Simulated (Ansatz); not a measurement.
**CH₇AlBGeN: how energies converge with the basis set**

The task here is to estimate one member of a computed series from the others.

Program: Ansatz 0.2.0, Gaussian basis. Level of theory: one geometry, several basis sets. These are calculated values, not measurements.

Levels to be run: PBE0-D4/def2-SVP; ωB97M-V/def2-SVP; PBE0-D4/def2-QZVPP; ωB97M-V/def2-QZVPP; the functionals' def2-TZVPP values are taken from earlier runs.

### Structure used throughout

The geometry comes from an earlier relaxation with PBE0-D4 in a triple-zeta def2 set; it is a stationary point, not always the lowest conformer.

12 atoms, charge 0, spin multiplicity 1.

Atoms are counted from 1 here; the program's logs count them from 0.

Bond lengths: B1–C2 1.456 Å, B1–Al3 2.175 Å, B1–H6 1.297 Å, B1–H7 1.190 Å, C2–Ge4 2.003 Å, C2–H8 1.087 Å, Al3–Ge4 2.355 Å, Al3–H6 1.797 Å, Al3–H9 1.579 Å, Ge4–N5 1.845 Å, Ge4–H10 1.536 Å, N5–H11 1.010 Å, N5–H12 1.010 Å. Angles: C2–B1–Al3 69.3°, C2–B1–H6 115.2°, C2–B1–H7 134.1°, Al3–B1–H6 55.7°, Al3–B1–H7 141.2°, H6–B1–H7 110.6°, B1–C2–Ge4 119.3°, B1–C2–H8 121.3°, Ge4–C2–H8 118.9°, B1–Al3–Ge4 82.8°, B1–Al3–H6 36.6°, B1–Al3–H9 121.8° and more.

Geometry (Å):

```xyz
12
charge 0, multiplicity 1
B    -1.42197   -0.12885    1.47003
C    -1.02138    0.22710    0.11673
Al    0.22437   -1.38267    0.79999
Ge    0.90870    0.60046   -0.26905
N     1.19813    0.69615   -2.08852
H    -0.46363   -0.54911    2.23613
H    -2.46732   -0.19343    2.03478
H    -1.75904    0.42239   -0.65688
H     0.18768   -2.95439    0.94661
H     1.34902    1.95151    0.31433
H     1.85109    1.42246   -2.34705
H     1.49145   -0.16672   -2.52290
```

Set-up of the first run:

Contents of in.yaml:

```yaml
crystal:
  periodic: [false, false, false]
  atoms:
    - {symbol: B, position_ang: [-1.421975, -0.128848, 1.470032]}
    - {symbol: C, position_ang: [-1.021376, 0.227097, 0.116732]}
    - {symbol: Al, position_ang: [0.224374, -1.382666, 0.799993]}
    - {symbol: Ge, position_ang: [0.908700, 0.600456, -0.269055]}
    - {symbol: N, position_ang: [1.198125, 0.696150, -2.088522]}
    - {symbol: H, position_ang: [-0.463628, -0.549112, 2.236127]}
    - {symbol: H, position_ang: [-2.467319, -0.193435, 2.034776]}
    - {symbol: H, position_ang: [-1.759041, 0.422392, -0.656876]}
    - {symbol: H, position_ang: [0.187683, -2.954386, 0.946610]}
    - {symbol: H, position_ang: [1.349019, 1.951513, 0.314325]}
    - {symbol: H, position_ang: [1.851085, 1.422456, -2.347046]}
    - {symbol: H, position_ang: [1.491452, -0.166717, -2.522895]}
basis:
  gaussian: {orbitals: def2-SVP}
hamiltonian: {xc: pbe0, dispersion: d4}
output: {orbitals: {seedname: orbitals}}
```

Launch:

```console
> ansatz run in.yaml --threads 4 --pin off --events-out ev --progress --plain --max-ram 10444MiB
```

Steps of the session up to this table: PBE0-D4 in def2-SVP; ωB97M-V in def2-SVP; PBE0-D4 in def2-QZVPP; ωB97M-V in def2-QZVPP.

One table of the session follows, with a row left open; its other results are not shown here.

It belongs to the step «Density functionals: the series». 

| functional | basis | HOMO (eV) |
| --- | --- | --- |
| PBE0-D4 | def2-SVP | -6.10 |
| PBE0-D4 | def2-TZVPP | -6.17 |
| PBE0-D4 | def2-QZVPP | -6.19 |
| ωB97M-V | def2-SVP | ? |
| ωB97M-V | def2-TZVPP | -8.16 |
| ωB97M-V | def2-QZVPP | -8.19 |

Estimate the missing values for ωB97M-V, def2-SVP.

**Answer.** HOMO (eV): -8.07. In the column «HOMO (eV)» it lies between ωB97M-V, def2-TZVPP (-8.16) and PBE0-D4, def2-QZVPP (-6.19).
